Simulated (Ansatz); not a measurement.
# AlGeH6: the cost of one run

The runs use Ansatz 0.2.0, Gaussian basis; cc-pVDZ, all electrons in the functionals, frozen cores in the correlation of double hybrids and RPA.

Plan: wB97M-V, B2PLYP, RPA-PBE, at 1.586 Å; 1.652 Å; 1.783 Å; 1.915 Å; 2.047 Å.

**1. What is computed**

The geometry derives from fragments relaxed apart (PBE0/def2-TZVP) and kept rigid, so it is no stationary point. A hydrogen atom is moved between rigid fragments. No spin-orbit coupling is included. The filled d shell of Ge may be among the frozen orbitals whatever the setting's name suggests; the logs give the count.

8 atoms, charge 0, spin multiplicity 2.

Atoms are counted from 1 here; the program's logs count them from 0.

Bond lengths: Al1–H2 1.586 Å, Al1–H3 1.586 Å, Al1–H4 1.586 Å, Ge5–H6 1.539 Å, Ge5–H7 1.539 Å, Ge5–H8 1.539 Å. Angles: H2–Al1–H3 120.0°, H2–Al1–H4 120.0°, H3–Al1–H4 120.0°, H6–Ge5–H7 111.2°, H6–Ge5–H8 111.2°, H7–Ge5–H8 111.2°.

Coordinates:

```
Al   -2.5747    0.0000    0.0000
H    -3.3676    1.3734    0.0000
H    -3.3676   -1.3734    0.0000
H    -0.9889    0.0000    0.0000
Ge    1.0023    0.0000    0.0000
H     1.4710   -1.4659    0.0000
H     1.4710    0.7330   -1.2695
H     1.4710    0.7330    1.2695
```

No dispersion term is added; wB97M-V holds VV10 nonlocal correlation.

The geometry shown and the zero of energy belong to the point 1.586 Å. The yardstick, UCCSDT(Q), and other wave-function levels (R restricted, U unrestricted, valence and pair active spaces) come from earlier runs.

**2. wB97M-V, 1.586 Å**

Input file in.yaml:

```yaml
crystal:
  periodic: [false, false, false]
  atoms:
    - {symbol: Al, position_ang: [-2.574702, 0.000000, -0.000001]}
    - {symbol: H, position_ang: [-3.367625, 1.373384, -0.000002]}
    - {symbol: H, position_ang: [-3.367626, -1.373384, -0.000002]}
    - {symbol: H, position_ang: [-0.988855, 0.000000, 0.000000]}
    - {symbol: Ge, position_ang: [1.002298, 0.000000, 0.000000]}
    - {symbol: H, position_ang: [1.470966, -1.465915, 0.000001]}
    - {symbol: H, position_ang: [1.470967, 0.732957, -1.269519]}
    - {symbol: H, position_ang: [1.470966, 0.732957, 1.269520]}
basis:
  gaussian: {orbitals: cc-pVDZ}
magnetization: {spin_polarized: true, initial_magnetization: 1}
hamiltonian: {xc: {name: wB97M-V}}
output: {forces: true, orbitals: {seedname: orbitals}}
```

On the command line:

```bash
ansatz run in.yaml --threads 1 --pin off --events-out ev --progress --plain --max-ram 2816MiB --backend cpu
```

**Question.** How long does this run take on 1 thread of AMD EPYC 7R13, shared host, and how much memory does it need?

About 14 s, with a peak of 0.41 GiB.
